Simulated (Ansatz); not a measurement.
**AsH2+ (singlet): wave-function methods side by side at scale of all distances = 1.519, cc-pVDZ**

Aim: climb from Hartree-Fock through coupled cluster and multireference methods for AsH2+ (singlet) at one geometry and basis, and see what each rung misses.

Method: cc-pVDZ, core rule «outside noble gas», up to 14 orbitals frozen; program: Ansatz 0.2.0, Gaussian basis.

Plan: UHF; CCSD(T) on RHF; CCSD(T) on UHF; BCCD(T) on RHF; CISD; CCSDT(Q) on RHF; CCSDT(Q) on UHF; CISDTQ; CCSDTQ on RHF; CASSCF and MRCISD+Q, 2 electrons in 2 orbitals; CASSCF and NEVPT2, 2 electrons in 2 orbitals; CASSCF and MRCISD+Q, 6 electrons in 6 orbitals; CASSCF and NEVPT4(SD), 6 electrons in 6 orbitals; CASSCF and NEVPT2, 6 electrons in 6 orbitals; Full CI.

15 further runs of the same task are left out: 8 that didn't finish, 7 set aside as unsound or not needed.

## 1. The system

The geometry derives from a PBE0/def2-TZVP stationary point (not a proven minimum). All distances are scaled together. No spin-orbit coupling is included. The filled d shell of As may be among the frozen orbitals whatever the setting's name suggests; the logs give the count.

3 atoms, charge 1, spin multiplicity 1.

Atoms are counted from 1 here; the program's logs count them from 0.

No contacts short enough for the rule that draws bonds.

## 2. UHF

The input, in.yaml:

```yaml
crystal:
  periodic: [false, false, false]
  atoms:
    - {symbol: As, position_ang: [0.000000, -0.042694, 0.000000]}
    - {symbol: H, position_ang: [0.000000, 1.586736, -1.657076]}
    - {symbol: H, position_ang: [0.000000, 1.586732, 1.657079]}
basis:
  gaussian: {orbitals: cc-pVDZ}
total_charge: 1
magnetization: {spin_polarized: true, initial_magnetization: 0}
hamiltonian: {xc: hf}
output: {orbitals: {seedname: orbitals}}
```

The run is started by

```sh
> ansatz run in.yaml --threads 1 --pin off --events-out ev --progress --plain --max-ram 2393MiB
```

After this run come: CCSD(T) on RHF; CCSD(T) on UHF; BCCD(T) on RHF; CISD; CCSDT(Q) on RHF; CCSDT(Q) on UHF; CISDTQ; CCSDTQ on RHF; CASSCF and MRCISD+Q, 2 electrons in 2 orbitals; CASSCF and NEVPT2, 2 electrons in 2 orbitals; CASSCF and MRCISD+Q, 6 electrons in 6 orbitals; CASSCF and NEVPT4(SD), 6 electrons in 6 orbitals; CASSCF and NEVPT2, 6 electrons in 6 orbitals; Full CI.

Q: Predict the results of all the runs planned. Wanted: FCI below the RHF energy; RMP2 from FCI; UMP2 from FCI; RCCSD from FCI; RCCSD(T) from FCI; UCCSD(T) from FCI; RCCSDT(Q) from FCI; UCCSDT(Q) from FCI; NEVPT2 pair from FCI.

**Answer**, as computed:

```
                         quantity                                                                                                   value
         FCI below the RHF energy                                                                                              -4.5511 eV
                    RMP2 from FCI                                                                                             +1517.0 meV
                    UMP2 from FCI                                                                                             +1721.7 meV
                   RCCSD from FCI                                                                                              +207.1 meV
                RCCSD(T) from FCI                                                                                               +38.1 meV
                UCCSD(T) from FCI                                                                                              +186.4 meV
               RCCSDT(Q) from FCI                                                                                                 0.0 meV
               UCCSDT(Q) from FCI                                                                                               +39.5 meV
             NEVPT2 pair from FCI                                                                                             +1025.4 meV
          NEVPT2 valence from FCI                                                                                              +372.9 meV
      NEVPT4(SD) valence from FCI                                                                                               +41.6 meV
levels within 1 kcal/mol (43 meV)  RCCSD(T), BCCD(T), RCCSDT, CISDTQ, RCCSDT(Q), UCCSDT(Q), RCCSDTQ, NEVPT4(SD) valence, MRCISD+Q valence
                    T1 diagnostic                                                                                                   0.030
   effectively unpaired electrons                                                                                                    0.59
```

RCCSD(T) lands +38.1 meV from the yardstick (0.8 % of the correlation energy). CCSD(T) misses by +38.1 meV on the restricted determinant and by +186.4 meV on the unrestricted one; the two need not hold the same state or core. The occupations show some static correlation. Of the multireference levels listed MRCISD+Q valence comes nearest in total energy (+0.9 meV), which doesn't show that its space is the better one. These misses are within one basis, not against nature.
